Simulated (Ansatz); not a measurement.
# C₁₀H₉N: a ladder of functionals and wavefunction methods

One table from this session's results is given with a row withheld; the runs are named, their logs left out.

Computed with Ansatz 0.2.0, Gaussian basis. Level: functionals in def2-TZVPP, the program's frozen cores in correlated methods.

Plan: LDA (SPW92), PBE-D4, revPBE-D4, BLYP-D4, r2SCAN-D4, B97M-V, PBE0-D4, B3LYP-D4, r2SCANh-D4, r2SCAN0-D4, HSE06-D4, BHLYP-D4, CAM-B3LYP-D4, LC-ωPBE, ωB97X-V, ωB97M-V, B2PLYP, PBE-QIDH; CCSD(T)/def2-SVP; CCSD(T)/def2-TZVPP; MP2/def2-QZVPP; extrapolation to the limit; RPA on PBE.

**Structure used throughout**

An earlier PBE0-D4 in a triple-zeta def2 set relaxation fixed the geometry.

20 atoms, charge 0, spin multiplicity 1.

Atoms are counted from 1 here; the program's logs count them from 0.

Bond lengths: C1–C2 1.496 Å, C1–H12 1.094 Å, C1–H13 1.091 Å, C1–H14 1.094 Å, C2–C3 1.416 Å, C2–C11 1.370 Å, C3–C4 1.365 Å, C3–H15 1.086 Å, C4–C5 1.412 Å, C4–H16 1.083 Å, C5–N6 1.354 Å, C5–C10 1.419 Å, N6–C7 1.307 Å, C7–C8 1.409 Å, C7–H17 1.088 Å, C8–C9 1.366 Å, C8–H18 1.083 Å, C9–C10 1.408 Å and more. Angles: C2–C1–H12 111.0°, C2–C1–H13 111.4°, C2–C1–H14 111.0°, H12–C1–H13 108.1°, H12–C1–H14 107.0°, H13–C1–H14 108.1°, C1–C2–C3 119.7°, C1–C2–C11 121.8°, C3–C2–C11 118.5°, C2–C3–C4 121.6°, C2–C3–H15 118.7°, C4–C3–H15 119.7°, C3–C4–C5 120.5°, C3–C4–H16 121.8°, C5–C4–H16 117.7°, C4–C5–N6 118.8°, C4–C5–C10 118.5°, N6–C5–C10 122.7° and more.

The first run:

Contents of in.yaml:

```yaml
crystal:
  periodic: [false, false, false]
  atoms:
    - {symbol: C, position_ang: [2.229389, -1.909040, -1.324807]}
    - {symbol: C, position_ang: [1.042563, -1.130745, -0.850887]}
    - {symbol: C, position_ang: [-0.233637, -1.390099, -1.407044]}
    - {symbol: C, position_ang: [-1.342699, -0.704242, -1.004603]}
    - {symbol: C, position_ang: [-1.246102, 0.293859, -0.011032]}
    - {symbol: N, position_ang: [-2.368094, 0.953305, 0.362627]}
    - {symbol: C, position_ang: [-2.256035, 1.873751, 1.284438]}
    - {symbol: C, position_ang: [-1.042852, 2.221122, 1.911151]}
    - {symbol: C, position_ang: [0.096879, 1.564225, 1.543984]}
    - {symbol: C, position_ang: [0.026681, 0.563973, 0.555148]}
    - {symbol: C, position_ang: [1.151447, -0.165117, 0.114198]}
    - {symbol: H, position_ang: [2.089236, -2.980580, -1.155675]}
    - {symbol: H, position_ang: [3.139688, -1.601411, -0.808828]}
    - {symbol: H, position_ang: [2.385405, -1.772124, -2.398738]}
    - {symbol: H, position_ang: [-0.323125, -2.154423, -2.172675]}
    - {symbol: H, position_ang: [-2.320054, -0.900461, -1.429058]}
    - {symbol: H, position_ang: [-3.171288, 2.389102, 1.567050]}
    - {symbol: H, position_ang: [-1.029717, 2.996127, 2.667970]}
    - {symbol: H, position_ang: [1.053446, 1.798835, 1.999955]}
    - {symbol: H, position_ang: [2.118868, 0.053933, 0.556828]}
basis:
  gaussian: {orbitals: def2-TZVPP}
hamiltonian: {xc: lda}
output: {orbitals: {seedname: orbitals}}
```

The run is started by

```sh
$ ansatz run in.yaml --threads 4 --pin off --events-out ev --progress --plain --max-ram 46080MiB --backend cuda --devices 0, --max-vram 37GiB
```

Among the steps run: LDA; PBE-D4 (GGA); revPBE-D4 (GGA); BLYP-D4 (GGA); r2SCAN-D4 (meta-GGA); B97M-V (meta-GGA); PBE0-D4 (hybrid); B3LYP-D4 (hybrid); r2SCANh-D4 (hybrid); r2SCAN0-D4 (hybrid); HSE06-D4 (hybrid); BHLYP-D4 (hybrid); CAM-B3LYP-D4 (range-separated); LC-ωPBE (range-separated); ωB97X-V (range-separated); ωB97M-V (range-separated); B2PLYP (double hybrid); PBE-QIDH (double hybrid).

One of the session's tables, all rows but one given; the rest of the session is left out.

It belongs to the step «Frontier levels by functional». 

```
  functional  HOMO (eV)  LUMO (eV)  gap (eV)
 LDA (SPW92)      -5.90      -2.54      3.36
      PBE-D4      -5.78      -2.29      3.48
   revPBE-D4      -5.72      -2.20      3.52
     BLYP-D4      -5.61      -2.12      3.49
   r2SCAN-D4      -5.93      -2.18      3.75
      B97M-V      -5.89      -2.09      3.80
     PBE0-D4      -6.69      -1.47      5.22
    B3LYP-D4      -6.48      -1.62      4.86
  r2SCANh-D4      -6.28      -1.87      4.40
  r2SCAN0-D4      -6.79      -1.42      5.37
    HSE06-D4      -6.30      -1.83      4.47
    BHLYP-D4      -7.38      -0.47      6.91
CAM-B3LYP-D4          ?          ?         ?
     LC-ωPBE      -9.03       0.50      9.54
     ωB97X-V      -8.70       0.52      9.22
     ωB97M-V      -8.64       0.47      9.11
```

**Question.** Estimate the row for CAM-B3LYP-D4.

The run gave: HOMO (eV): -7.81; LUMO (eV): -0.43; gap (eV): 7.38. In the column «HOMO (eV)» it lies between ωB97M-V (-8.64) and BHLYP-D4 (-7.38).
